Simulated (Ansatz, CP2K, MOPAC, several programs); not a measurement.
Energy against volume for Si₃Sn, ordered on the diamond lattice (R3m) with 4 atoms a cell, at fixed shape and fractional coordinates, computed by several methods (PBE and r2SCAN, where shown, with plane waves in Ansatz); the cell shown is that of r2SCAN. With free coordinates or axes held, a curve is too stiff, and on another method's shape its minimum isn't the method's own volume. Space group R3m (No. 160), trigonal; a = 4.048 Å, c = 19.901 Å in the conventional setting, 23.53 Å³ an atom. Around Si lie 3 Si at 2.44 Å and 1 Sn at 2.60 Å; around Si lie 1 Si at 2.35 Å and 3 Sn at 2.53 Å; around Si lie 4 Si at 2.35–2.44 Å; around Sn lie 4 Si at 2.53–2.60 Å. These are computed values for a spin-unpolarised cell that may be hypothetical; none is a measurement. Energies count from each curve's lowest point; fits are third-order Birch-Murnaghan.

```xyz
4
Lattice="2.0239 1.1685 6.6337 -2.0239 1.1685 6.6337 0.0000 -2.3370 6.6337" Properties=species:S:1:pos:R:3 pbc="T T T"
Si    2.0239    1.1685    6.7557
Si    0.0000    0.0000    9.8149
Si    0.0000    0.0000    7.4697
Sn    0.0000    0.0000   17.4200
```

light PBE (260 eV, its own mesh), on the shape of the cell shown:

| V (Å³/atom) | E (meV/atom) |
| --- | --- |
| 21.650 | 65.70 |
| 22.591 | 24.71 |
| 23.533 | 2.27 |
| 24.474 | 0.00 |
| 25.415 | 14.63 |
| 26.357 | 37.19 |

The points scatter about a smooth fit, as a low cutoff and a light mesh can make them, so no fit is quoted.

PBE/DZVP (CP2K), on the shape of the cell shown:
```csv
V (Å³/atom),E (meV/atom)
20.709,130.88
22.121,37.36
23.533,0.00
24.945,3.68
26.357,36.53
```
V₀ = 24.08 Å³ an atom and B₀ = 69 GPa.

Task: PBE/SZV (CP2K), on the shape of the cell shown, gives
```tsv
V (Å³/atom)	E (meV/atom)
20.709	203.73
22.121	76.98
23.533	14.76
24.945	0.00
26.357	20.07
```
What equilibrium volume and bulk modulus follow?

Result: V₀ = 24.77 Å³ an atom and B₀ = 72 GPa.

PM7 (MOPAC), on the shape of the cell shown, as a cluster of 108 atoms at the zone centre:
```tsv
V (Å³/atom)	E (meV/atom)
20.709	0.00
22.121	174.84
23.533	405.38
24.945	676.08
26.357	975.17
```
The lowest point is an end point, so the minimum isn't bracketed.

PBE, on the shape of its own relaxed cell:

| V (Å³/atom) | E (meV/atom) |
| --- | --- |
| 22.545 | 21.63 |
| 23.265 | 5.21 |
| 23.984 | 0.00 |
| 24.704 | 4.27 |
| 25.423 | 16.56 |

V₀ = 24.00 Å³ an atom and B₀ = 70 GPa.
